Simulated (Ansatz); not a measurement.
**CHBOS2: a ladder of functionals and wavefunction methods**

How much do the methods differ for CHBOS2? The plan is to run it at one geometry with functionals of several rungs and with coupled cluster, and see how far each lands from CCSD(T) at the basis-set limit for the atomisation energy.

Method: functionals in def2-TZVPP, the program's frozen cores in correlated methods; program: Ansatz 0.2.0, Gaussian basis.

Plan: LDA (SPW92), PBE-D4, revPBE-D4, BLYP-D4, r2SCAN-D4, B97M-V, PBE0-D4, B3LYP-D4, r2SCANh-D4, r2SCAN0-D4, HSE06-D4, BHLYP-D4, CAM-B3LYP-D4, LC-ωPBE, ωB97X-V, ωB97M-V, B2PLYP, PBE-QIDH; CCSD(T)/def2-SVP; CCSD(T)/def2-TZVPP; MP2/def2-QZVPP; extrapolation to the limit; RPA on PBE.

### Step 1. The relaxed structure

All runs share one geometry, relaxed beforehand with PBE0-D4 in a triple-zeta def2 set.

6 atoms, charge 0, spin multiplicity 1.

Atoms are counted from 1 here; the program's logs count them from 0.

Bond lengths: O1–C2 1.140 Å, C2–S3 2.314 Å, C2–B4 1.517 Å, S3–B4 1.721 Å, B4–S5 1.794 Å, S5–H6 1.344 Å. Angles: O1–C2–S3 128.9°, O1–C2–B4 176.9°, S3–C2–B4 48.1°, C2–S3–B4 41.0°, C2–B4–S3 91.0°, C2–B4–S5 130.6°, S3–B4–S5 138.4°, B4–S5–H6 96.6°.

### Step 2. LDA

This LDA is Slater exchange with PW92 correlation.

Contents of in.yaml:

```yaml
crystal:
  periodic: [false, false, false]
  atoms:
    - {symbol: O, position_ang: [2.120026, 0.399269, 0.593472]}
    - {symbol: C, position_ang: [1.070168, 0.060094, 0.307712]}
    - {symbol: S, position_ang: [0.203207, -2.084138, 0.249601]}
    - {symbol: B, position_ang: [-0.304141, -0.468640, -0.058311]}
    - {symbol: S, position_ang: [-1.784300, 0.395920, -0.589223]}
    - {symbol: H, position_ang: [-1.262860, 1.633494, -0.549552]}
basis:
  gaussian: {orbitals: def2-TZVPP}
hamiltonian: {xc: lda}
output: {orbitals: {seedname: orbitals}}
```

On the command line:

```
$ ansatz run in.yaml --threads 2 --pin off --events-out ev --progress --plain --max-ram 4352MiB
```

The runs that follow: PBE-D4 (GGA); revPBE-D4 (GGA); BLYP-D4 (GGA); r2SCAN-D4 (meta-GGA); B97M-V (meta-GGA); B3LYP-D4 (hybrid); r2SCANh-D4 (hybrid); r2SCAN0-D4 (hybrid); HSE06-D4 (hybrid); BHLYP-D4 (hybrid); CAM-B3LYP-D4 (range-separated); LC-ωPBE (range-separated); ωB97X-V (range-separated); ωB97M-V (range-separated); B2PLYP (double hybrid); PBE-QIDH (double hybrid); CCSD(T) in def2-SVP; CCSD(T) in def2-TZVPP; MP2 in def2-QZVPP; RPA on PBE orbitals.

**Question.** What will the summary of the whole plan be? Wanted: atomisation energy, CCSD(T)/CBS; farthest beyond LDA; mean size of error, GGA; mean size of error, meta-GGA; mean size of error, hybrid; mean size of error, range-separated; mean size of error, double hybrid; gap, smallest and largest; T1 diagnostic.

The runs gave:

| quantity | value |
| --- | --- |
| atomisation energy, CCSD(T)/CBS | 25.323 eV |
| functionals within 0.127 eV (0.5 %) | CAM-B3LYP-D4, B2PLYP |
| farthest beyond LDA | PBE-D4 (+1.874 eV) |
| mean size of error, GGA | 1.194 eV |
| mean size of error, meta-GGA | 0.822 eV |
| mean size of error, hybrid | 0.588 eV |
| mean size of error, range-separated | 0.171 eV |
| mean size of error, double hybrid | 0.078 eV |
| gap, smallest and largest | 2.14 eV (LDA (SPW92)), 8.65 eV (LC-ωPBE) |
| T1 diagnostic | 0.0196 |
| triples share of the correlation energy | 5.5 % |

**Reading.** LDA overbinds by 5.503 eV (22 %). PBE-D4 is off by +1.874 eV. Double hybrids carry the basis error of their MP2 part in triple zeta, and no dispersion term here, so their miss is partly the set-up's. By mean error the best rung here is double hybrid (0.078 eV) and the worst beyond LDA is GGA (1.194 eV). Misses under about 0.127 eV are within the doubt on the reference itself, which lacks core-valence correlation, relativity and higher excitations. Hartree-Fock recovers 66 % of the binding; the rest is correlation. CCSD(T) in def2-SVP is off by -1.394 eV, more than most functionals: a good method in a small basis is no reference. Orbital gaps span 2.1 to 8.6 eV; exact exchange widens them.
